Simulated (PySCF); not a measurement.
# [La(HCN)]3+: forces at shaken geometries

Aim: move all atoms of relaxed [La(HCN)]3+ at random and read energies and forces. The structure is generated, not taken from experiment.

Program: PySCF 2.14.0. Level of theory: PBE0, La lcecp-1-SVP with ECP46, N def2-SVP, C def2-SVP, H def2-SVP; scalar-relativistic core potentials, no spin–orbit coupling. These are calculated values, not measurements.

3 further runs of the same task are left out: 2 for a known fault of the program, 1 that didn't finish.

**1. Starting geometry**

4 atoms, charge 3, spin multiplicity 1.

Bond lengths: La1–N2 2.368 Å, N2–C3 1.164 Å, C3–H4 1.112 Å. Angles: La1–N2–C3 180.0°, N2–C3–H4 180.0°.

Coordinates:

```xyz
4
CHLaN
La    0.0000    0.0000   -0.3478
N     0.0000    0.0000    2.0204
C     0.0000    0.0000    3.1846
H     0.0000    0.0000    4.2969
```

Formal oxidation states: La +3. The 4f shell is empty and lies in the core potential. An earlier session relaxed this geometry at PBE0, La lcecp-1-SVP with ECP46, N def2-SVP, C def2-SVP, H def2-SVP (singlet, point group C∞v).

Its energy there is -123.573732 Eh.

**2. Atoms moved at random, σ = 0.03 Å**

File run.py (the lines that set the calculation):

```python
mol = gto.M(atom='''
La    -0.02958    -0.00988    -0.34068
N     -0.01663    -0.02982     2.01749
C      0.00893    -0.00713     3.17203
H      0.03728     0.04683     4.30527''',
    basis={'La': 'lcecp-1-SVP', 'N': 'def2-SVP', 'C': 'def2-SVP', 'H': 'def2-SVP'},
    ecp={'La': 'lcecp-1-SVP'},
    charge=3, spin=0)
mf = dft.RKS(mol, xc='PBE0')
mf.grids.atom_grid = (50, 194)  # f atoms: unpruned, at least (60, 302)
mf = mf.density_fit()  # fitting sets: La AutoAux, N def2-universal-JKFIT, C def2-universal-JKFIT, H def2-universal-JKFIT
mf.conv_tol = 1e-08; mf.max_cycle = 55
mf.kernel(dm0)  # dm0: the density of the relaxed state
```

On the command line:

```
$ OMP_NUM_THREADS=2 python run.py
```

The log of the run:

```text
init E= -123.572209053042
  HOMO = -0.966988807979999  LUMO = -0.703014086928747  gap/eV = 7.18312
cycle= 1 E= -123.572954800587  delta_E= -0.000746  |g|= 0.0257  |ddm|= 0.074
  HOMO = -0.970758664022446  LUMO = -0.704546096505385  gap/eV = 7.24401
cycle= 2 E= -123.572401561677  delta_E= 0.000553  |g|= 0.0573  |ddm|= 0.0537
  HOMO = -0.968049605303461  LUMO = -0.703521596169912  gap/eV = 7.19817
cycle= 3 E= -123.573126428985  delta_E= -0.000725  |g|= 0.00142  |ddm|= 0.0354
  HOMO = -0.968040303089754  LUMO = -0.703382890642001  gap/eV = 7.20170
cycle= 4 E= -123.573127093817  delta_E= -6.65e-07  |g|= 0.000283  |ddm|= 0.00166
  HOMO = -0.96799219178949  LUMO = -0.703418702332418  gap/eV = 7.19941
cycle= 5 E= -123.573127121782  delta_E= -2.8e-08  |g|= 0.000135  |ddm|= 0.000467
  HOMO = -0.968025915363821  LUMO = -0.703408378150171  gap/eV = 7.20061
cycle= 6 E= -123.573127126725  delta_E= -4.94e-09  |g|= 3.16e-05  |ddm|= 0.000161
  HOMO = -0.968013065100683  LUMO = -0.703412200210753  gap/eV = 7.20016
Extra cycle  E= -123.573127126558  delta_E= 1.68e-10  |g|= 4.16e-05  |ddm|= 7e-05
converged SCF energy = -123.573127126558
```

It took 0.8 s on 2 threads of AMD EPYC 9B45 (Zen 5), shared host.

It gives: E = -123.573127 Eh (+0.016 eV from the relaxed state), HOMO -26.34 eV, LUMO -19.14 eV, Mulliken charge on La1 +2.58 e, largest force component 1.927 eV/Å. The large-core potential holds the 4f shell empty.

```
atom      Fx      Fy  Fz (eV/Å)
 La1  -0.013  -0.023     -0.121
  N2   0.001  -0.022     -1.108
  C3   0.041   0.148      1.927
  H4  -0.028  -0.104     -0.699
```

**3. Atoms moved at random, σ = 0.06 Å**

Edit run.py (the lines that set the calculation) of step 2 so:

```diff
@@ -1,6 +1,6 @@
 mol = gto.M(atom='''
-La    -0.02958    -0.00988    -0.34068
-N     -0.01663    -0.02982     2.01749
-C      0.00893    -0.00713     3.17203
-H      0.03728     0.04683     4.30527''',
+La     0.05489    -0.04228    -0.39167
+N      0.02943     0.01521     2.00457
+C     -0.03929    -0.02234     3.20028
+H     -0.04503     0.04941     4.34093''',
     basis={'La': 'lcecp-1-SVP', 'N': 'def2-SVP', 'C': 'def2-SVP', 'H': 'def2-SVP'},
```

On the command line:

```
$ OMP_NUM_THREADS=2 python run.py
```

The log of the run:

```text
init E= -123.457022780998
  HOMO = -0.990923944408284  LUMO = -0.720881108584407  gap/eV = 7.34824
cycle= 1 E= -123.568253830286  delta_E= -0.111  |g|= 0.0709  |ddm|= 0.167
  HOMO = -0.927894450489114  LUMO = -0.707011066213472  gap/eV = 6.01054
cycle= 2 E= -123.567462424332  delta_E= 0.000791  |g|= 0.0972  |ddm|= 0.169
  HOMO = -0.947928947591266  LUMO = -0.703756442114275  gap/eV = 6.64427
cycle= 3 E= -123.569806614143  delta_E= -0.00234  |g|= 0.0266  |ddm|= 0.0872
  HOMO = -0.94918267231286  LUMO = -0.70271456597219  gap/eV = 6.70674
cycle= 4 E= -123.569975742472  delta_E= -0.000169  |g|= 0.00351  |ddm|= 0.0207
  HOMO = -0.949504232051555  LUMO = -0.702928847498978  gap/eV = 6.70966
cycle= 5 E= -123.569978793133  delta_E= -3.05e-06  |g|= 0.000545  |ddm|= 0.00341
  HOMO = -0.949549662396845  LUMO = -0.702899151428481  gap/eV = 6.71170
cycle= 6 E= -123.56997888585  delta_E= -9.27e-08  |g|= 5.23e-05  |ddm|= 0.000737
  HOMO = -0.949548958761063  LUMO = -0.702893934050296  gap/eV = 6.71183
cycle= 7 E= -123.569978886943  delta_E= -1.09e-09  |g|= 1.29e-05  |ddm|= 9.3e-05
  HOMO = -0.949543245624893  LUMO = -0.702895556736571  gap/eV = 6.71163
Extra cycle  E= -123.569978886954  delta_E= -1.07e-11  |g|= 1.41e-05  |ddm|= 2.76e-05
converged SCF energy = -123.569978886954
```

It took 0.8 s on 2 threads of AMD EPYC 9B45 (Zen 5), shared host.

Read off: E = -123.569979 Eh (+0.102 eV from the relaxed state), HOMO -25.84 eV, LUMO -19.13 eV, Mulliken charge on La1 +2.58 e, largest force component 3.316 eV/Å. The large-core potential holds the 4f shell empty.

```
atom      Fx      Fy  Fz (eV/Å)
 La1   0.021   0.034      0.403
  N2  -0.377  -0.376      3.316
  C3   0.449   0.579     -2.860
  H4  -0.093  -0.238     -0.859
```

**4. Atoms moved at random, σ = 0.1 Å**

Edit run.py (the lines that set the calculation) of step 3 so:

```diff
@@ -1,6 +1,6 @@
 mol = gto.M(atom='''
-La     0.05489    -0.04228    -0.39167
-N      0.02943     0.01521     2.00457
-C     -0.03929    -0.02234     3.20028
-H     -0.04503     0.04941     4.34093''',
+La    -0.06142    -0.15824    -0.53558
+N     -0.12166     0.09640     2.07561
+C      0.17303     0.06659     3.12042
+H      0.01005    -0.00475     4.49366''',
     basis={'La': 'lcecp-1-SVP', 'N': 'def2-SVP', 'C': 'def2-SVP', 'H': 'def2-SVP'},
```

On the command line:

```
$ OMP_NUM_THREADS=2 python run.py
```

The log of the run:

```text
init E= -123.203192335747
  HOMO = -1.05034098547507  LUMO = -0.743398139251178  gap/eV = 8.35234
cycle= 1 E= -123.484272226663  delta_E= -0.281  |g|= 0.284  |ddm|= 0.73
  HOMO = -0.878444512514579  LUMO = -0.735240177338106  gap/eV = 3.89679
cycle= 2 E= -123.465176706755  delta_E= 0.0191  |g|= 0.39  |ddm|= 0.662
  HOMO = -0.924025703541824  LUMO = -0.715037410680346  gap/eV = 5.68686
cycle= 3 E= -123.509439360934  delta_E= -0.0443  |g|= 0.0644  |ddm|= 0.375
  HOMO = -0.935657936194779  LUMO = -0.714397365695407  gap/eV = 6.02081
cycle= 4 E= -123.5102423544  delta_E= -0.000803  |g|= 0.0214  |ddm|= 0.0589
  HOMO = -0.932102068671577  LUMO = -0.715283004186291  gap/eV = 5.89995
cycle= 5 E= -123.510358849394  delta_E= -0.000116  |g|= 0.00217  |ddm|= 0.0193
  HOMO = -0.932104686289108  LUMO = -0.715430179888916  gap/eV = 5.89601
cycle= 6 E= -123.510360306289  delta_E= -1.46e-06  |g|= 0.000401  |ddm|= 0.00288
  HOMO = -0.932127624712661  LUMO = -0.715403233915293  gap/eV = 5.89737
cycle= 7 E= -123.510360361666  delta_E= -5.54e-08  |g|= 4.99e-05  |ddm|= 0.000614
  HOMO = -0.932121326110011  LUMO = -0.715397274200065  gap/eV = 5.89736
cycle= 8 E= -123.510360362952  delta_E= -1.29e-09  |g|= 1.4e-05  |ddm|= 0.000104
  HOMO = -0.932119073586002  LUMO = -0.715400109352616  gap/eV = 5.89722
Extra cycle  E= -123.510360363  delta_E= -4.81e-11  |g|= 8.96e-06  |ddm|= 2.78e-05
converged SCF energy = -123.510360363
```

Run time: 0.8 s. Hardware: 2 threads of AMD EPYC 9B45 (Zen 5), shared host.

Read off: E = -123.510360 Eh (+1.724 eV from the relaxed state), HOMO -25.36 eV, LUMO -19.47 eV, Mulliken charge on La1 +2.63 e, largest force component 16.690 eV/Å. The large-core potential holds the 4f shell empty.

```
atom      Fx      Fy  Fz (eV/Å)
 La1  -0.173   0.246      1.686
  N2  -2.180  -0.001    -14.067
  C3   1.229  -0.544     16.690
  H4   1.124   0.298     -4.309
```

**5. Results**

| σ (Å) | energy rise (eV) | harmonic estimate −½ F·u (eV) | largest force component (eV/Å) |
| --- | --- | --- | --- |
| 0.03 | 0.016 | 0.017 | 1.93 |
| 0.06 | 0.102 | 0.104 | 3.32 |
| 0.1 | 1.724 | 1.295 | 16.69 |

Every displacement raises the energy. For a harmonic well the rise equals −½ F·u; the two differ by at most 25 % here (a move with σ = 0.1 Å), from anharmonicity, the grid and the small forces left at the relaxed point. The bases are small and lack diffuse functions. Spin–orbit coupling is left out.
